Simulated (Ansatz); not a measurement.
# MgZrH5: the cost of one run

Method: DFT PBE, scalar-relativistic, plane waves, PAW, in Ansatz 0.2.0.

1 further run of the same task is left out (it didn't finish).

**1. The system as given**

The structure is tetragonal, space group P4/mmm (No. 123). Conventional cell: a = 3.252 Å, b = 3.252 Å, c = 5.851 Å, α = 90.00°, β = 90.00°, γ = 90.00°. Mg (site symmetry 4/mmm) has 12 H at 2.30 to 2.41 Å as nearest neighbours. Around Zr (site symmetry 4/mmm) lie 8 H at 1.99 Å. H (site symmetry 2mm) has 2 Zr at 1.99 Å and 2 Mg at 2.41 Å as nearest neighbours. H (site symmetry 4/mmm) has 4 Mg at 2.30 Å as nearest neighbours.

Coordinates:

```
CELL_PARAMETERS angstrom
3.25165 0.00000 0.00000
0.00000 3.25165 0.00000
0.00000 0.00000 5.85098
ATOMIC_POSITIONS crystal
Mg 0.50000 0.50000 0.00000
Zr 0.00000 0.00000 0.50000
H 0.00000 0.50000 0.30298
H 0.00000 0.50000 0.69702
H 0.50000 0.00000 0.30298
H 0.50000 0.00000 0.69702
H 0.00000 0.00000 0.00000
```

A structure generator made this guess: species swapped into a database cell of TlPPt5 (P4/mmm, No. 123), with Mg on the Tl sites, Zr on the P sites and H on the Pt sites. Its size is a rough estimate.

**2. Probe: one point on a coarse mesh**

Input file input.yaml:

```yaml
crystal:
  lattice:
    - [3.25165197, 0.0, 0.0]
    - [0.0, 3.25165197, 0.0]
    - [0.0, 0.0, 5.85098467]
  atoms:
    - { symbol: Mg, position: [0.5, 0.5, 0.0] }
    - { symbol: Zr, position: [0.0, 0.0, 0.5] }
    - { symbol: H, position: [0.0, 0.5, 0.30298209] }
    - { symbol: H, position: [0.0, 0.5, 0.69701791] }
    - { symbol: H, position: [0.5, 0.0, 0.30298209] }
    - { symbol: H, position: [0.5, 0.0, 0.69701791] }
    - { symbol: H, position: [0.0, 0.0, 0.0] }
basis:
  ecutwfc: 420
kpoints:
  mp_grid: { grid: [6, 6, 4] }
hamiltonian:
  xc: pbe
scf:
  occupations: { method: gaussian, width: 0.1 }
  lower_state_search: "off"
output:
  forces: true
  stress: true
  eigenvalues: true
```

On the command line:

```console
$ ansatz run input.yaml --threads 1 --pin off --max-ram 2048MiB --backend cpu --events-out ev --progress --plain --runs-dir out
```

Q: Estimate wall time and peak memory on 1 thread of Arm Neoverse N1, shared host.

About 3.8 s, with a peak of 0.38 GiB.
